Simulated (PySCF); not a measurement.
# C10H11N: the cost of one run

Programs: PySCF 2.14.0, with density-fitted response routines of our own. Each step states its level of theory. These are calculated values for one molecule, in the gas phase or a continuum, unless marked as measured. Atoms are numbered from 0 throughout.

## 1. The molecule as given

22 atoms, charge 0, multiplicity 1; geometry from: GFN2-xTB.

Bonds of the start (Å): C0–C1 1.20, C1–C2 1.41, C2–C3 1.39, C3–C4 1.38, C4–C5 1.40, C5–N6 1.37, N6–C7 1.44, N6–C8 1.44, C5–C9 1.40, C9–C10 1.38, C10–C2 1.39, C0–H11 1.05, C3–H12 1.08, C4–H13 1.08, C7–H14 1.09, C7–H15 1.09, C7–H16 1.10, C8–H17 1.10, C8–H18 1.09, C8–H19 1.09, C9–H20 1.08, C10–H21 1.08.

## 2. Geometry optimisation at PBE0-D3(BJ)/def2-SVP

The job: settings as JSON, then the geometry in Å.

```
{"job": {"xc": "PBE0", "basis": "def2-SVP", "d3": "d3bj", "grid": 1, "kind": "geom"}, "charge": 0, "multiplicity": 1}
C      4.885236    -0.681360    -0.194828
C      3.695985    -0.520494    -0.143739
C      2.296154    -0.332785    -0.087065
C      1.518719    -0.396657    -1.242811
C      0.153729    -0.222031    -1.188842
C     -0.501700     0.022674     0.027780
N     -1.868189     0.151905     0.091257
C     -2.494263     0.585673     1.315743
C     -2.648202     0.174055    -1.120934
C      0.292518     0.101005     1.182353
C      1.656925    -0.076271     1.125293
H      5.924091    -0.821305    -0.236828
H      1.997740    -0.584027    -2.193346
H     -0.403044    -0.274431    -2.110073
H     -2.312340    -0.135700     2.116862
H     -3.569460     0.655680     1.167799
H     -2.127016     1.567030     1.639101
H     -2.379086     1.015226    -1.771284
H     -3.703168     0.260711    -0.870971
H     -2.512676    -0.755545    -1.679566
H     -0.155229     0.301654     2.141795
H      2.242868    -0.015620     2.031455
```

Launch:

```bash
OMP_NUM_THREADS=1 python probes_run.py task.json out
```

The driver reads the jobs from task.json and runs them one after another.

Q: Estimate the wall time and peak memory of this first job on 1 thread of Arm Neoverse V2, shared host.

About 3.5 min, with a peak of 0.91 GiB.
